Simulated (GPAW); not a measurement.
# TaN (Fm-3m) in GPAW: convergence with grid spacing (A)

Aim: find how far grid spacing (A) must go before the results for TaN settle, at PBE. This setting moves, with any that are tied to it; all else stays.

All numbers are computed with GPAW 26.7.0; they aren't measurements. Logs are shortened: lines on timing, memory, paths and dates and some standing lists are left out, and cuts for length are marked. The log counts tension as positive stress, the text compression.

## Step 1: Starting point

Symmetry: Fm-3m, No. 225, cubic system. The conventional cell has a = 4.358 Å, b = 4.358 Å, c = 4.358 Å, α = 90.00°, β = 90.00°, γ = 90.00°. Around Ta (site symmetry m-3m) lie 6 N at 2.18 Å. N (site symmetry m-3m) is surrounded by 6 Ta at 2.18 Å.

## Step 2: With grid spacing (A) 0.26

Contents of run.py:

```python
from ase.dft.bandgap import bandgap
from ase.io import read, write
from gpaw import GPAW

atoms = read('POSCAR')

calc = GPAW(mode='fd',
            h=0.26,
            xc='PBE',
            kpts={'size': (10, 10, 10), 'gamma': True},
            occupations={'name': 'fermi-dirac', 'width': 0.05},
            nbands=19,
            convergence={'density': 1e-05, 'energy': 1e-05},
            maxiter=100,
            txt='gpaw.txt')
atoms.calc = calc
energy = atoms.get_potential_energy()
forces = atoms.get_forces()
calc.write('gs.gpw')
write('result.traj', atoms)
print(f'Energy: {energy:.6f} eV')
print('Forces (eV/A):')
print(forces.round(4))
print('Fermi level:', round(calc.get_fermi_level(), 4), 'eV')
print(f'Gap: {bandgap(calc)[0]:.4f} eV, direct: {bandgap(calc, direct=True)[0]:.4f} eV')
```

Contents of POSCAR:

```
TaN
1.0
    0.0000000000      2.1790013100      2.1790013100
    2.1790013100      0.0000000000      2.1790013100
    2.1790013100      2.1790013100      0.0000000000
Ta N
1 1
Direct
    0.5000000000      0.5000000000      0.5000000000
    0.0000000000      0.0000000000      0.0000000000
```

Potentials or basis: GPAW PAW data sets (gpaw-data 1.2.1), fd.

Run with:

```sh
$ OMP_NUM_THREADS=1 python run.py
```

Wall time 41 s (1 thread of Arm Neoverse V2, shared host); peak memory 0.14 GiB.

Results:

| Property | Result |
| --- | --- |
| Free energy | -89.5646 eV |
| Band gap on the k mesh | none (metal or under the smearing width) |

## Step 3: With grid spacing (A) 0.23

Changes to run.py since step 2:

```diff
@@ -7,3 +7,3 @@
 calc = GPAW(mode='fd',
-            h=0.26,
+            h=0.23,
             xc='PBE',
```

POSCAR is that of step 2.

Potentials or basis: GPAW PAW data sets (gpaw-data 1.2.1), fd.

Run with:

```sh
$ OMP_NUM_THREADS=1 python run.py
```

Run time: 17 s. Hardware: 1 thread of Arm Neoverse V2, shared host; peak memory 0.19 GiB.

Results:

* Free energy: -20.2378 eV
* Band gap on the k mesh: none (metal or under the smearing width)

## Step 4: With grid spacing (A) 0.2

Changes to run.py since step 3:

```diff
@@ -7,3 +7,3 @@
 calc = GPAW(mode='fd',
-            h=0.23,
+            h=0.2,
             xc='PBE',
```

POSCAR is that of step 3.

Run with:

```sh
$ OMP_NUM_THREADS=1 python run.py
```

Wall time 17 s (1 thread of Arm Neoverse V2, shared host); peak memory 0.19 GiB.

Results (log left out):

* Free energy: -20.2378 eV
* Band gap on the k mesh: none (metal or under the smearing width)

## Step 5: With grid spacing (A) 0.18

Changes to run.py since step 4:

```diff
@@ -7,3 +7,3 @@
 calc = GPAW(mode='fd',
-            h=0.2,
+            h=0.18,
             xc='PBE',
```

POSCAR is that of step 4.

Run with:

```sh
$ OMP_NUM_THREADS=1 python run.py
```

It took 18 s on 1 thread of Arm Neoverse V2, shared host; peak memory 0.19 GiB.

It converged, with:

```
Free energy            : -20.2378 eV
Band gap on the k mesh : none (metal or under the smearing width)
```

## Step 6: With grid spacing (A) 0.16

Changes to run.py since step 5:

```diff
@@ -7,3 +7,3 @@
 calc = GPAW(mode='fd',
-            h=0.18,
+            h=0.16,
             xc='PBE',
```

POSCAR is that of step 5.

Potentials or basis: GPAW PAW data sets (gpaw-data 1.2.1), fd.

Run with:

```sh
$ OMP_NUM_THREADS=1 python run.py
```

Run time: 36 s. Hardware: 1 thread of Arm Neoverse V2, shared host; peak memory 0.28 GiB.

It converged, with:

```yaml
Free_energy: -20.0187 eV
Band_gap_on_the_k_mesh: none (metal or under the smearing width)
```

## Step 7: With grid spacing (A) 0.14

Changes to run.py since step 6:

```diff
@@ -7,3 +7,3 @@
 calc = GPAW(mode='fd',
-            h=0.16,
+            h=0.14,
             xc='PBE',
```

POSCAR is that of step 6.

Run with:

```sh
$ OMP_NUM_THREADS=1 python run.py
```

It took 37 s on 1 thread of Arm Neoverse V2, shared host; peak memory 0.28 GiB.

The run converged. Its results:

```yaml
Free_energy: -20.0187 eV
Band_gap_on_the_k_mesh: none (metal or under the smearing width)
```

## Step 8: With grid spacing (A) 0.12

Changes to run.py since step 7:

```diff
@@ -7,3 +7,3 @@
 calc = GPAW(mode='fd',
-            h=0.14,
+            h=0.12,
             xc='PBE',
```

POSCAR is that of step 7.

Potentials or basis: GPAW PAW data sets (gpaw-data 1.2.1), fd.

Run with:

```sh
$ OMP_NUM_THREADS=1 python run.py
```

gpaw.txt:

```text
__  _  _
 | _ |_)|_||  |
 |__||  | ||/\| - 26.7.0

Input parameters:
  mode=FD(),
  convergence={'density': 1e-05, 'energy': 1e-05},
  h=0.12,
  kpts=MonkhorstPack(size=(10, 10, 10), gamma=True),
  maxiter=100,
  nbands=19,
  occupations=Occupations(name='fermi-dirac', width=0.05),
  xc=XC(name='PBE')

Diagonalizing LCAO Hamiltonian
Converting LCAO to fd mode

              Ta

       N

Atoms  # Å, Bohr magnetons
|   | symbol |        x |        y |        z |    initial magnetic moments |
|---|--------|----------|----------|----------|-----------------------------|
| 0 |     Ta | 2.179001 | 2.179001 | 2.179001 | ( 0.0000,  0.0000,  0.0000) |
| 1 |      N | 0.000000 | 0.000000 | 0.000000 | ( 0.0000,  0.0000,  0.0000) |

Unit cell  # Å
| periodic |        x |        y |        z |  lengths |    angles |
|----------|----------|----------|----------|----------|-----------|
|      yes | 0.000000 | 2.179001 | 2.179001 | 3.081573 | 60.000000 |
|      yes | 2.179001 | 0.000000 | 2.179001 | 3.081573 | 60.000000 |
|      yes | 2.179001 | 2.179001 | 0.000000 | 3.081573 | 60.000000 |

Number of symmetries: 48
Symmetry operations  # r_c * U_cc + t_c -> r_c
|    | kind |            matrix            |
|----|------|------------------------------|
|  0 |  σ   |  1, 0, 0,  1, 0,-1,  1,-1, 0 |
|  1 |  C2  |  1, 0, 0,  1,-1, 0,  1, 0,-1 |
|  2 |  E   |  1, 0, 0,  0, 1, 0,  0, 0, 1 |
|  3 |  σ   |  1, 0, 0,  0, 0, 1,  0, 1, 0 |
|  4 |  C4  |  1, 0,-1,  1, 0, 0,  1,-1, 0 |
|  5 |  S6  |  1, 0,-1,  1,-1, 0,  1, 0, 0 |
|  6 |  σ   |  1, 0,-1,  0, 1,-1,  0, 0,-1 |
|  7 |  C3  |  1, 0,-1,  0, 0,-1,  0, 1,-1 |
|  8 |  S6  |  1,-1, 0,  1, 0, 0,  1, 0,-1 |
|  9 |  C4  |  1,-1, 0,  1, 0,-1,  1, 0, 0 |
| 10 |  C3  |  1,-1, 0,  0,-1, 1,  0,-1, 0 |
| 11 |  σ   |  1,-1, 0,  0,-1, 0,  0,-1, 1 |
| 12 |  σ   |  0, 1, 0,  1, 0, 0,  0, 0, 1 |
| 13 |  C4  |  0, 1, 0,  0, 1,-1, -1, 1, 0 |
| 14 |  C3  |  0, 1, 0,  0, 0, 1,  1, 0, 0 |
[... 122 lines left out ...]
    |    s |        |       8.629 |    0.603 |
    |    p |        |      20.123 |    0.529 |
    |    d |        |       0.000 |    0.577 |

    Using partial waves for N as LCAO basis

Reference energy: -425654.162905  # eV

eigensolver:
  PPCG
  Converge bands: occupied
  niter=2

density mixing:
  MSR1-Mixer
  Pratt-step length: 0.05
  Maximum mixing coefficient: 0.75
  Old densities: 10
  SVD Regularization: 0.005
  Good broyden scale: 1.0
  Trust region scale: 1.0
  Backstep threshold: 4.0
  History deletion threshold: 6.0
  Fourier metric: weight=20.0, sigma=0.015

occupation numbers:
  Fermi-Dirac:
    width: 0.0500  # eV

FastPoissonSolver using
    Stencil: 12*3+1=37 point O(h^6) finite-difference Laplacian
    FFT axes: [np.int64(0), np.int64(1), np.int64(2)]
    FST axes: []

xc functional:
  name: PBE with 2 nearest neighbor stencil
interpolation: tri-quintic # 5. degree polynomial

convergence criteria:
- Maximum integral of absolute [dens]ity change: 1e-05 electrons / valence electron
- Maximum [total energy] change in last 3 cyles: 1e-05 eV / valence electron
- Maximum integral of absolute [eigenst]ate change: 4e-08 eV^2 / valence electron
maximum number of iterations: 100

SCF iterations
|iter     | |      energy | eigst |  dens |
|---------|-|-------------|-------|-------|
|iter:   1| |  -21.703150 | +0.71 |       |
|iter:   2| |  -21.207262 | -0.77 | -0.95 |
|iter:   3| |  -19.966273 | -0.67 | -1.01 |
|iter:   4| |  -19.978114 | -2.32 | -1.72 |
|iter:   5| |  -19.986615 | -2.75 | -1.93 |
|iter:   6| |  -19.986597 | -4.33 | -3.07 |
|iter:   7| |  -19.986602c| -5.58 | -3.73 |
|iter:   8| |  -19.986604c| -6.72 | -4.21 |
|iter:   9| |  -19.986604c| -7.58c| -5.22c|

Converged in 9 steps
Energy contributions relative to reference atoms: (reference = -425654.162905)

Energy contributions:
  Kinetic:          24.151521
  Coulomb:         -23.689642
  Zero:              0.115809
  External:          0.000000
  Xc:              -20.561515
  Entropy:          -0.005552
  Spinorbit:         0.000000
  ----------------------------
  Free energy:     -19.989379
  Extrapolated:    -19.986604

dipole moment: (-10.806751, -10.806751, -10.806751)  # |e|*Ang

Fermi level: 16.052
Eigenvalues  # (at kpt = [0.000, 0.000, 0.000])
| band index |      eig [eV] | occ [0-2] |
|------------|---------------|-----------|
|          0 |       -53.295 |     2.000 |
|        ... |               |           |
|          3 |       -19.730 |     2.000 |
|          4 |        -2.987 |     2.000 |
|          5 |        12.125 |     2.000 |
|          6 |        12.125 |     2.000 |
|          7 |        12.131 |     2.000 |
|          8 |        13.857 |     2.000 |
[... 8 lines left out ...]
|         17 |        40.588 |     0.000 |
|         18 |        43.107 |     0.000 |

No gap
No difference between direct/indirect transitions

Forces  # eV/Ang
|       x |        y |       z |
|---------|----------|---------|
| 0.00000 | -0.00000 | 0.00000 |  # Ta   0
| 0.00000 |  0.00000 | 0.00000 |  # N    1

# Writing to gs.gpw (mode='')
```

Wall time 66 s (1 thread of Arm Neoverse V2, shared host); peak memory 0.44 GiB.

What came out:

* Free energy: -19.9894 eV
* Band gap on the k mesh: none (metal or under the smearing width)

## Step 9: Summary

| grid spacing (A) | energy less the tightest run, at zero smearing (meV/atom) | SCF cycles | CPU time (s) | peak memory (GiB) |
| --- | --- | --- | --- | --- |
| 0.26 | -34784.98 | 62 | 41 | 0.14 |
| 0.23 | -124.27 | 9 | 17 | 0.19 |
| 0.2 | -124.27 | 9 | 17 | 0.19 |
| 0.18 | -124.27 | 9 | 18 | 0.19 |
| 0.16 | -14.68 | 9 | 36 | 0.28 |
| 0.14 | -14.68 | 9 | 37 | 0.28 |
| 0.12 | 0.00 | 9 | 66 | 0.44 |

Not settled before the last step: the energy (to 1 meV/atom). The tightest run that finished is the yardstick and may itself not be fully converged.

Caveats: the real-space grid adds noise to forces.
